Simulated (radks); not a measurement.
# Filling a jellium sphere with rs = 2.34 bohr: electrons 11 to 14

Which level does each new electron take in a jellium sphere with rs = 2.34 bohr, and at which counts is the cluster hardest to charge further? Each count tries a few candidate levels and keeps the lowest. The background charge grows with the count, so each cluster is neutral; its cation and anion are computed too.

The numbers are computed with radks (version 2): non-relativistic spin-polarised Kohn-Sham, LDA (Slater exchange, Perdew-Wang correlation), spherically averaged shells.

**1. What is given**

| Item | Value |
| --- | --- |
| well | a jellium sphere with rs = 2.34 bohr |
| functional | LDA (Slater exchange, Perdew-Wang correlation) |
| levels | named by radial order: 1s, 1p, 1d, 2s, 1f and so on |
| units | hartree and bohr; summary energies in eV |
| configuration carried in | 1s2 1p6 1d(up 2, down 0) (N = 10, energy -0.278038) |

After this run come: N = 11; Electron number 12; N = 13; Electron number 14.

Before running it: what results should come out? Wanted: closed shells at N; largest second difference; most unpaired electrons; ionisation energies; configuration at N = 14.

As calculated:

| quantity | value |
| --- | --- |
| closed shells at N | none in this range |
| largest second difference | 0.317 eV at N = 13 (of N = 11 to 13) |
| most unpaired electrons | 6 at N = 14 |
| ionisation energies | 4.96 to 5.65 eV |
| configuration at N = 14 | 1s2 1p6 1d(up 5, down 0) 2s(up 1, down 0) |

What this shows: No closed-shell configuration falls in this range; the second difference peaks at N = 13, where a shell is half full. Among the lowest states kept at each count, up to 6 electrons are unpaired (N = 14), since exchange favours parallel spins. The anion gave no bound, converged state at N = 11, 12, 13 and 14; semilocal functionals bind extra electrons too weakly, through self-interaction. The ions keep the filling of the neutral cluster, less or plus one electron, without a search of their own. Spherical averaging forbids deformation, and the greedy search can miss a lower configuration.
